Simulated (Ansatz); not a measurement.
Working through a relaxation of cell and ions of MnF2, space group P4_2/mnm

Program: the Python package of Ansatz (0.2.0).

The cells in order, each with its output:

**Cell 1**
```python
import warnings

import ansatz as az
from ase import Atoms
from ase.io import write
from ase.neighborlist import neighbor_list
import matplotlib.pyplot as plt
import numpy as np
```

**Cell 2**
```python
def edges_and_angles(cell):
    cell = np.asarray(cell)
    a, b, c = np.linalg.norm(cell, axis=1)
    cosines = cell[1] @ cell[2] / (b * c), cell[0] @ cell[2] / (a * c), cell[0] @ cell[1] / (a * b)
    return (a, b, c, *np.degrees(np.arccos(cosines)))

warnings.simplefilter("ignore", az.DeckWarning)
```

**Cell 3**
```python
mnf2 = (
    az.Lattice.of([4.8738, 0.0, 0.0], [0.0, 4.8738, 0.0], [0.0, 0.0, 3.3107])
    .atom("Mn", [0.0, 0.0, 0.0])
    .atom("Mn", [0.5, 0.5, 0.5])
    .atom("F", [0.3053, 0.3053, 0.0])
    .atom("F", [0.1947, 0.8053, 0.5])
    .atom("F", [0.6947, 0.6947, 0.0])
    .atom("F", [0.8053, 0.1947, 0.5])
    .moments(Mn=5.2)
)
```

**Cell 4**
```python
# every cell quantity that the symmetry leaves free
calculation = (
    mnf2.calculation()
    .scf(tolerance=1e-07, algorithm="direct_min")
    .kpoints(5, 5, 7, center="gamma")
    .accuracy("medium")
    .functional("pbesol")
    .spin("collinear")
    .occupations("fermi_dirac", width=0.05)  # the run then minimises F = E - TS
    .relax(force_tolerance=0.1, cell=True, stress_tolerance=0.01)
    .density_of_states(method="smearing", broadening_width=0.2, nscf_kmesh_spacing=0.2)  # states per eV and cell
    .band_table()  # levels at the mesh points
)
steps = []
```

**Cell 5**
```python
def collect(event):
    if event["event"] == "relax_step":
        steps.append(event["data"])
```

**Cell 6**
```python
res = calculation.session().plan().execute(on_event=collect)
r = res.report
```
Output:
```text
RunWarning: an SCF from antiferromagnetic starting moments (-5.20, 5.20, 0.00, 0.00, 0.00, 0.00 Bohr magnetons, atom by atom) was not made, by what the run has read of turns of its moments that order [...]
```

**Cell 7**
```python
r["n_electrons"]
```
Output:
```text
58.0
```

**Cell 8**
```python
print("step   energy (eV)     max comp. (eV/A)   P (GPa)  SCF")
for s in steps:
    print(f"{s['step']:4d} {s['lagrangian_ev']:15.5f} {s['allowed_force_max_ev_ang']:12.4f} {s['pressure_gpa']:10.3f} {s['n_scf']:5d}")
```
Output:
```text
step   energy (eV)     max comp. (eV/A)   P (GPa)  SCF
   1    -10941.41082       0.0037     -0.677    12
   2    -10941.41310       0.0040     -0.252     7
   3    -10941.41401       0.0025      0.004     7
   4    -10941.41398       0.0000      0.002     3
   5    -10941.41193       0.0001     -0.048     4
   6    -10941.41207       0.0000     -0.001     6
   7    -10941.41191       0.0000     -0.003     3
```

**Cell 9**
```python
first, last = steps[0], steps[-1]
symbols = [site.symbol for site in res.lattice.sites]
print(f"energy gained {first['lagrangian_ev'] - last['lagrangian_ev']:.4f} eV in {len(steps) - 1} steps")
for label, vectors in (("before", first["cell_ang"]), ("after", res.lattice.cell_ang)):
    print(label, "a b c (A) {:.4f} {:.4f} {:.4f}  angles {:.2f} {:.2f} {:.2f}".format(*edges_and_angles(vectors)), f" V = {abs(np.linalg.det(vectors)):.3f} A^3")
print("final stress xx yy zz (GPa, compression positive):", np.round(np.diag(r["stress_gpa"]), 3) + 0.0)
```
Output:
```text
energy gained 0.0011 eV in 6 steps
before a b c (A) 4.8738 4.8738 3.3107  angles 90.00 90.00 90.00  V = 78.642 A^3
after a b c (A) 4.8689 4.8689 3.2959  angles 90.00 90.00 90.00  V = 78.133 A^3
final stress xx yy zz (GPa, compression positive): [-0.002 -0.002 -0.005]
```

**Cell 10**
```python
relaxed = Atoms(symbols, positions=[site.position_ang for site in res.lattice.sites], cell=res.lattice.cell_ang, pbc=True)
write("relaxed.cif", relaxed, format="cif")
```

**Cell 11**
```python
print("relaxed fractional positions")
for site in res.lattice.sites:
    print(f"  {site.symbol:2s}", " ".join(f"{v % 1:8.5f}" for v in np.round(site.position_frac, 5)))
```
Output:
```text
relaxed fractional positions
  Mn  0.00000  0.00000  0.00000
  Mn  0.50000  0.50000  0.50000
  F   0.30515  0.30515  0.00000
  F   0.19485  0.80515  0.50000
  F   0.69485  0.69485  0.00000
  F   0.80515  0.19485  0.50000
```

**Cell 12**
```python
final = Atoms(symbols, positions=last["positions_ang"], cell=res.lattice.cell_ang, pbc=True)
i, j, d = neighbor_list("ijd", final, 4.5)
print("neighbours within 1.1 times the shortest distance of each atom (A)")
for atom in range(len(final)):
    near = [m for m in np.argsort(d) if i[m] == atom]
    shell = [m for m in near if d[m] < 1.1 * d[near[0]]]
    print(f"{symbols[atom]}{atom} ({len(shell)}):", ", ".join(f"{symbols[j[m]]} {d[m]:.3f}" for m in shell))
```
Output:
```text
neighbours within 1.1 times the shortest distance of each atom (A)
Mn0 (6): F 2.101, F 2.101, F 2.125, F 2.125, F 2.125, F 2.125
Mn1 (6): F 2.101, F 2.101, F 2.125, F 2.125, F 2.125, F 2.125
F2 (3): Mn 2.101, Mn 2.125, Mn 2.125
F3 (3): Mn 2.101, Mn 2.125, Mn 2.125
F4 (3): Mn 2.101, Mn 2.125, Mn 2.125
F5 (3): Mn 2.101, Mn 2.125, Mn 2.125
```

**Cell 13**
```python
print("atom   start x y z (A)              end x y z (A)")
for symbol, a, b in zip(symbols, first["positions_ang"], last["positions_ang"]):
    print(f"{symbol:3s}", " ".join(f"{v:8.4f}" for v in a), "  ", " ".join(f"{v:8.4f}" for v in b))
```
Output:
```text
atom   start x y z (A)              end x y z (A)
Mn    0.0000   0.0000   0.0000     -0.0000  -0.0000   0.0000
Mn    2.4369   2.4369   1.6554      2.4344   2.4344   1.6480
F     1.4880   1.4880   0.0000      1.4857   1.4857   0.0000
F     0.9489   3.9249   1.6554      0.9487   3.9202   1.6480
F     3.3858   3.3858   0.0000      3.3831   3.3831   0.0000
F     3.9249   0.9489   1.6554      3.9202   0.9487   1.6480
```

**Cell 14**
```python
energy = r["free_energy_ev"]
print("MnF2: {:.6f} eV = {:.6f} Ry = {:.6f} Ha".format(energy, energy / 13.605693, energy / 27.211386))
print("Fermi level {:.4f} eV, {} k-points, {} symmetry operations".format(r["fermi_energy_ev"], r["n_kpoints"], r["n_symmetry_ops"]))
```
Output:
```text
MnF2: -10941.411914 eV = -804.178950 Ry = -402.089475 Ha
Fermi level 7.8650 eV, 24 k-points, 16 symmetry operations
```

**Cell 15**
```python
dos = res.density_of_states()
energy = np.asarray(dos.energies_ev) - dos.fermi_ev
top = min(levels[-1] for levels in r["eigenvalues_ev"]) - dos.fermi_ev  # the computed bands end here
fig, ax = plt.subplots(figsize=(5, 3.2))
for spin, channel in enumerate(dos.channels):
    ax.plot(energy, (-1) ** spin * np.asarray(channel.g_bin_mean_per_ev), lw=1)
ax.axvline(0, color="k", ls=":")
ax.set(xlim=(-10, min(4, top)), xlabel="E - E_F (eV)", ylabel="states/eV", title="MnF2")
fig.tight_layout()
fig.savefig("dos.png", dpi=100)
print("states below E_F:", round(float(np.interp(0.0, energy, dos.spin_summed_integrated)), 3))
```
Output:
```text
states below E_F: 58.0
```

File `relaxed.cif` afterwards:
```cif
data_image0
_chemical_formula_structural       Mn2F4
_chemical_formula_sum              "Mn2 F4"
_cell_length_a       4.868883040162127
_cell_length_b       4.868883040162127
_cell_length_c       3.2959330382934984
_cell_angle_alpha    90.0
_cell_angle_beta     90.0
_cell_angle_gamma    90.0

_space_group_name_H-M_alt    "P 1"
_space_group_IT_number       1

loop_
  _space_group_symop_operation_xyz
  'x, y, z'

loop_
  _atom_site_type_symbol
  _atom_site_label
  _atom_site_symmetry_multiplicity
  _atom_site_fract_x
  _atom_site_fract_y
  _atom_site_fract_z
  _atom_site_occupancy
  Mn  Mn1       1.0  0.0  0.0  0.0  1.0000
  Mn  Mn2       1.0  0.5  0.5  0.5  1.0000
  F   F1        1.0  0.3051517670854132  0.3051517670854132  0.0  1.0000
  F   F2        1.0  0.19484823291458692  0.8051517670854131  0.5  1.0000
  F   F3        1.0  0.694848232914587  0.694848232914587  0.0  1.0000
  F   F4        1.0  0.8051517670854131  0.19484823291458692  0.5  1.0000
```

These settings explore the input space; cutoff and mesh may be short of convergence. Other magnetic orders than the one started from may lie lower. Along an axis with an odd division the mesh misses the point at one half; a gap read on a finite mesh is an upper bound on this functional's gap. Semilocal gaps usually lie well under measured ones. The count of states below the Fermi level is interpolated on the energy grid. An absolute Fermi energy rests on an arbitrary zero of the periodic potential and has no direct meaning. Energies along a relaxation are free energies. Rows at an unchanged volume are solved on a plane-wave basis chosen afresh for that cell, so the energy jumps there and such rows are no steps of the walk. The program warned that this SCF threshold is loose for forces or stresses. An opening on this mesh may only mean that it misses a point where bands touch. The crystal has a gap of about 0.90 eV on the mesh; any density of states at or just above the Fermi level is the tail of the broadening. Without a Hubbard U or exact exchange, semilocal functionals often make such 3d compounds metallic or too weakly gapped. The starting cell is as deposited in a crystallographic database; the results hold for this polymorph, which needn't be the stable one. Warnings are shown shortened and without file and line. The density of states is complete only as far up as bands were computed. The script silences the warnings on its input, which a real study should read. Timing: 3.1 min on 1 thread of Arm Neoverse V1 (shared host), peak memory 0.79 GiB.

(Lines on the test bed's own set-up are left out of the output.)
